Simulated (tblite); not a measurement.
# C6H16BP: the cost of one run

Programs: tblite 0.8.0 and PySCF 2.14.0, with density-fitted response routines of our own. Each step states its level of theory. These are calculated values for one molecule in the gas phase, unless marked as measured. Atoms count from 0, in the outputs and in this text.

## Step 1: The starting structure

24 atoms, charge 0, multiplicity 1; geometry from: force field or distance geometry start.

Bonds of the start (Å): C0–C1 1.54, C1–C2 1.50, C2–B3 1.60, B3–P4 1.92, B3–C5 1.59, C5–C6 1.49, C6–C7 1.53, C0–H8 1.08, C0–H9 1.12, C0–H10 1.12, C1–H11 1.13, C1–H12 1.08, C2–H13 1.12, C2–H14 1.10, P4–H15 1.43, P4–H16 1.42, C5–H17 1.11, C5–H18 1.10, C6–H19 1.12, C6–H20 1.09, C7–H21 1.12, C7–H22 1.12, C7–H23 1.12.

## Step 2: Relaxing the molecule with GFN2-xTB

Job settings and geometry (Å):

```
{"job": {"kind": "relax", "xc": "GFN2-xTB", "basis": "xTB"}, "charge": 0, "multiplicity": 1}
C      3.706200     0.496200    -0.303900
C      2.458200    -0.386900    -0.492100
C      1.404900     0.266300     0.347800
B     -0.002600    -0.486900     0.299900
P     -0.011500    -2.204500    -0.564900
C     -1.295500     0.440300     0.373100
C     -2.428400    -0.028500    -0.479100
C     -3.568000     0.973600    -0.292700
H      4.642700    -0.013500    -0.495200
H      3.489400     1.371500    -0.971700
H      3.595700     0.928100     0.726900
H      2.743500    -1.345100     0.043800
H      2.196200    -0.546300    -1.525000
H      1.207900     1.256700    -0.136200
H      1.683300     0.446700     1.394900
H     -1.153000    -2.414400    -1.399500
H      0.329100    -3.305200     0.272800
H     -1.558400     0.533100     1.450300
H     -0.981800     1.434500     0.012200
H     -2.855500    -1.011200    -0.159800
H     -2.107300    -0.109900    -1.520700
H     -3.318200     1.619200     0.585800
H     -3.634300     1.648900    -1.185100
H     -4.554300     0.457000    -0.140700
```

On the command line:

```bash
$ OMP_NUM_THREADS=1 python probes_run.py task.json out
```

This one command runs all jobs of the session in turn.

Q: Estimate the wall time and peak memory of this first job on 1 thread of Arm Neoverse V1, shared host.

About 1.4 s, with a peak of 0.18 GiB.
